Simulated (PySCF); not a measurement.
# CH8OSSi2: the cost of one run

Computed with PySCF 2.14.0, with density-fitted response routines of our own, on a single molecule in the gas phase. Atoms are numbered from 0 throughout.

## 1. Starting geometry

13 atoms, charge 0, multiplicity 1; geometry from: GFN2-xTB. The atoms were then displaced at random by about 0.01 Å, so the start is not that level's minimum.

Bonds of the start (Å): C0–S1 1.78, S1–Si2 2.16, Si2–O3 1.66, Si2–Si4 2.31, C0–H5 1.11, C0–H6 1.09, C0–H7 1.11, Si2–H8 1.49, O3–H9 0.97, Si4–H10 1.45, Si4–H11 1.46, Si4–H12 1.46.

## 2. Geometry optimisation at PBE0-D3(BJ)/def2-SVP

The job: settings as JSON, then the geometry in Å.

```
{"job": {"xc": "PBE0", "basis": "def2-SVP", "d3": "d3bj", "grid": 1, "shake": 0.01, "kind": "geom"}, "charge": 0, "multiplicity": 1}
C     -2.136230    -0.157280    -0.684050
S     -1.108860    -1.499120    -0.119140
Si     0.406770    -0.338590     0.883590
O      1.512650    -1.403640     1.505790
Si     1.677850     0.983800    -0.527020
H     -2.494640     0.457970     0.161130
H     -2.999360    -0.578070    -1.191020
H     -1.585480     0.497840    -1.386640
H     -0.322280     0.304740     2.006620
H      1.202150    -2.254400     1.865870
H      2.407800     0.234600    -1.526940
H      0.828340     1.940550    -1.233860
H      2.617110     1.794690     0.235370
```

Run with:

```
> OMP_NUM_THREADS=1 python probes_run.py task.json out
```

One launch serves the whole session: the jobs run in the order shown.

**Question.** How long does this first job take on 1 thread of Arm Neoverse V1, shared host, and how much memory does it need?

About 45 s, with a peak of 0.56 GiB.
